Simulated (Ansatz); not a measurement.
# GeH3S (doublet): the correlation ladder at distance Ge1–S2 = 3.561 Å, cc-pVDZ

One table from this session's results is given with a row withheld; the runs are named, their logs left out.

Computed with Ansatz 0.2.0, Gaussian basis. Level: cc-pVDZ, core rule «outside noble gas», up to 19 orbitals frozen.

Plan: UHF; CCSD(T) on ROHF; CCSD(T) on UHF; BCCD(T) on ROHF; CISD; CCSDT(Q) on ROHF; CCSDT(Q) on UHF; CASSCF and MRCISD+Q, 3 electrons in 3 orbitals; CASSCF and NEVPT2, 3 electrons in 3 orbitals.

17 further runs of the same task are left out: 2 for a mislabelled method, 11 that didn't finish, 4 set aside as unsound or not needed.

### The geometry

The geometry derives from a PBE0/def2-TZVP stationary point (not a proven minimum). One bond is set to the value named and the two fragments are kept rigid. No spin-orbit coupling is included. The filled d shell of Ge may be among the frozen orbitals whatever the setting's name suggests; the logs give the count.

5 atoms, charge 0, spin multiplicity 2.

Atoms are counted from 1 here; the program's logs count them from 0.

Bond lengths: Ge1–H3 1.550 Å, Ge1–H4 1.545 Å, S2–H5 1.343 Å. Angles: H3–Ge1–H4 110.8°.

The first run:

in.yaml reads:

```yaml
crystal:
  periodic: [false, false, false]
  atoms:
    - {symbol: Ge, position_ang: [0.052305, 0.034989, 1.084001]}
    - {symbol: S, position_ang: [-0.080154, -0.113502, -2.471435]}
    - {symbol: H, position_ang: [-0.828456, 1.207886, 1.585345]}
    - {symbol: H, position_ang: [-0.521106, -1.321077, 1.553910]}
    - {symbol: H, position_ang: [0.129970, 1.202390, -2.638544]}
basis:
  gaussian: {orbitals: cc-pVDZ}
magnetization: {spin_polarized: true, initial_magnetization: 1}
hamiltonian: {xc: hf}
output: {orbitals: {seedname: orbitals}}
```

Started as:

```bash
$ ansatz run in.yaml --threads 1 --pin off --events-out ev --progress --plain --max-ram 2393MiB
```

Steps of the session up to this table: UHF; CCSD(T) on ROHF; CCSD(T) on UHF; BCCD(T) on ROHF; CISD; CCSDT(Q) on ROHF; CCSDT(Q) on UHF; CASSCF and MRCISD+Q, 3 electrons in 3 orbitals; CASSCF and NEVPT2, 3 electrons in 3 orbitals.

One of the session's tables, all rows but one given; the rest of the session is left out.

```
       method  from RCCSDT(Q) (meV)
         ROHF               +7031.8
          UHF               +6712.0
         RMP2               +1511.0
         UMP2               +1539.4
         CISD                +896.7
        RCCSD                +228.1
        UCCSD                +228.9
     RCCSD(T)                 +85.5
     UCCSD(T)                 +88.1
      BCCD(T)                 +79.9
       RCCSDT                 +16.5
       UCCSDT                 +18.8
    RCCSDT(Q)                     0
    UCCSDT(Q)                  +2.0
  CASSCF pair               +6568.1
  NEVPT2 pair               +1415.1
  MRCISD pair                +764.5
MRCISD+Q pair                     ?
```

Q: Estimate the row for MRCISD+Q pair from the others.

**Answer.** from RCCSDT(Q) (meV): +118.7. In the column «from RCCSDT(Q) (meV)» it lies between UCCSD(T) (+88.1) and RCCSD (+228.1).

Caveats from the session: Warnings: spin contamination; large T1 diagnostic. Restricted and unrestricted rows rest on different reference determinants; where their highest levels disagree by more than a few hundredths of an eV, they describe different states and don't form one ladder.
